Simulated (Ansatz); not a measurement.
A run of Ansatz 0.2.0 is set up as follows.

input.yaml

```yaml
crystal:
  lattice:
    - [2.4227077728, 1.3987509848, 3.3172919545]
    - [-2.4227077728, 1.3987509848, 3.3172919545]
    - [0.0, -2.7975019696, 3.3172919545]
  atoms:
    - { symbol: Bi, position: [0.5, 0.5, 0.5] }
    - { symbol: Te, position: [0.0, 0.0, 0.0] }
hamiltonian:
  xc: pbesol
  pseudopotentials: { kind: paw }
kpoints:
  mp_grid: { grid: [7, 7, 7] }
  band_path:
    path:
      - [[0.0, 0.0, 0.0], [0.5, 0.0, 0.0], [0.5, 0.2851949954, -0.2851949954]]
      - [[0.7148050046, 0.5, 0.2851949954], [0.5, 0.5, 0.5], [0.0, 0.0, 0.0], [0.3925974977, 0.0, -0.3925974977]]
      - [[0.6074025023, 0.3925974977, 0.0], [0.5, 0.5, 0.0], [0.6074025023, 0.6074025023, 0.2851949954], [0.5, 0.5, 0.5]]
      - [[0.5, 0.0, 0.0], [0.7148050046, 0.3925974977, 0.3925974977]]
    npoints: 14
scf:
  occupations: { method: fermi_dirac, width: 0.05 }
  n_extra_bands: 6
output:
  forces: true
  stress: true
  eigenvalues: true
  fatbands: true
```

Potentials or basis: Ansatz PAW.

Launch:

```console
$ ansatz run input.yaml --threads 2 --pin off --max-ram 5632MiB --backend cpu --events-out ev --progress --plain --runs-dir out
```

Question: Estimate the pressure.

Answer: -2.3 GPa.

Question: What does it give for the band gap on the k mesh?

Answer: None (metal or under the smearing width).

Stress tensor (GPa, compression positive):
```
-2.37  0.00  0.00
 0.00 -2.37  0.00
 0.00  0.00 -2.22
```

Caveat: spin-orbit coupling is left out, which moves the levels of the heavy elements; the PAW data sets come from PBE, with cores solved anew for the run's functional, which leaves a small shift of forces and pressure.
